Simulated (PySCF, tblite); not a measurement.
**C5H10O2Si: geometry, infrared bands and NMR shifts**

What infrared bands and NMR shifts should C5H10O2Si (`C[SiH](C)/C=C/C(=O)O`) show?

Programs: tblite 0.8.0 and PySCF 2.14.0, with density-fitted response routines of our own. Each step states its level of theory. These are calculated values for one molecule in the gas phase, unless marked as measured. Atoms are numbered from 0 throughout.

## Step 1: The starting structure

18 atoms, charge 0, multiplicity 1; geometry from: force field or distance geometry start.

Bonds of the start (Å): C0–Si1 1.86, Si1–C2 1.86, Si1–C3 1.84, C3–C4 1.33, C4–C5 1.47, C5–O6 1.21, C5–O7 1.35, C0–H8 1.10, C0–H9 1.10, C0–H10 1.09, Si1–H11 1.47, C2–H12 1.10, C2–H13 1.10, C2–H14 1.10, C3–H15 1.11, C4–H16 1.09, O7–H17 0.97.

## Step 2: Relaxing the molecule with GFN2-xTB

Job settings and geometry (Å):

```
{"job": {"kind": "relax", "xc": "GFN2-xTB", "basis": "xTB"}, "charge": 0, "multiplicity": 1}
C     -2.159000    -1.358200     0.032800
Si    -1.174500     0.217400     0.047800
C     -1.790800     1.377000     1.362700
C      0.614400    -0.147600     0.313500
C      1.597100     0.131100    -0.537400
C      2.988200    -0.209900    -0.228500
O      3.414200    -0.748700     0.773700
O      3.806800     0.173300    -1.225000
H     -3.219200    -1.145500    -0.154300
H     -2.101000    -1.883000     0.994700
H     -1.819400    -2.034200    -0.752600
H     -1.306800     0.869000    -1.264200
H     -1.722800     0.940800     2.367500
H     -2.847900     1.625700     1.183500
H     -1.235300     2.324700     1.358200
H      0.834300    -0.641800     1.279500
H      1.423400     0.621900    -1.495200
H      4.689600    -0.105700    -0.921600
```

The run is started by

```console
$ OMP_NUM_THREADS=1 python probes_run.py task.json out
```

The driver reads the jobs from task.json and runs them one after another.

**Question.** This job is followed by: GFN2-xTB harmonic vibrations, gas phase; GIAO PBE0/pcSseg-1 NMR shielding, non-relativistic, gas phase. Predict these results of the whole session: strongest single infrared mode (GFN2-xTB); zero-point energy (GFN2-xTB); 13C shifts against TMS (PBE0/pcSseg-1, means over atoms taken as alike); 1H shifts against TMS (PBE0/pcSseg-1, means over atoms taken as alike); 29Si shifts against TMS (PBE0/pcSseg-1); 17O shifts against H2O (PBE0/pcSseg-1); surface potential, 1st and 99th percentile.

**Answer**, as computed:

| quantity | value |
| --- | --- |
| strongest single infrared mode (GFN2-xTB) | 1755 cm⁻¹, 386 km/mol |
| zero-point energy (GFN2-xTB) | 85.9 kcal/mol |
| 13C shifts against TMS (PBE0/pcSseg-1, means over atoms taken as alike) | 169.7, 162.8, 140.1, -2.6 ppm |
| 1H shifts against TMS (PBE0/pcSseg-1, means over atoms taken as alike) | 7.96, 6.55, 6.11, 4.64, 0.25 ppm |
| 29Si shifts against TMS (PBE0/pcSseg-1) | -18.3 ppm |
| 17O shifts against H2O (PBE0/pcSseg-1) | 410.5, 211.6 ppm |
| surface potential, 1st and 99th percentile | -1.63 V and 2.10 V |

What this shows: The optimisation took 43 steps and gained 0.153 eV; among the close pairs (by a distance rule), Si1–C3 changed most, from 1.845 to 1.890 Å. No mode is imaginary among the 48: a minimum at this level. The strongest single mode, at 1755 cm⁻¹, moves mainly C5 and O6. GFN2-xTB is a fitted tight-binding method: band positions and strengths are rough. Its intensities can rank the bands wrongly. H15 (hydrogen on a β carbon of a C=C–C=O unit) lies farthest downfield among hydrogen, at 7.96 ppm; olefinic region. At PBE0/pcSseg-1: Shielding is most anisotropic at O6 (span 594 ppm, paramagnetic term -478 ppm). At PBE0/pcSseg-1, counted by nearest atom on the grid, the HOMO lies on O6 68 %; O7 11 %, the LUMO on C3 29 %; C4, C5 about 17 % each.
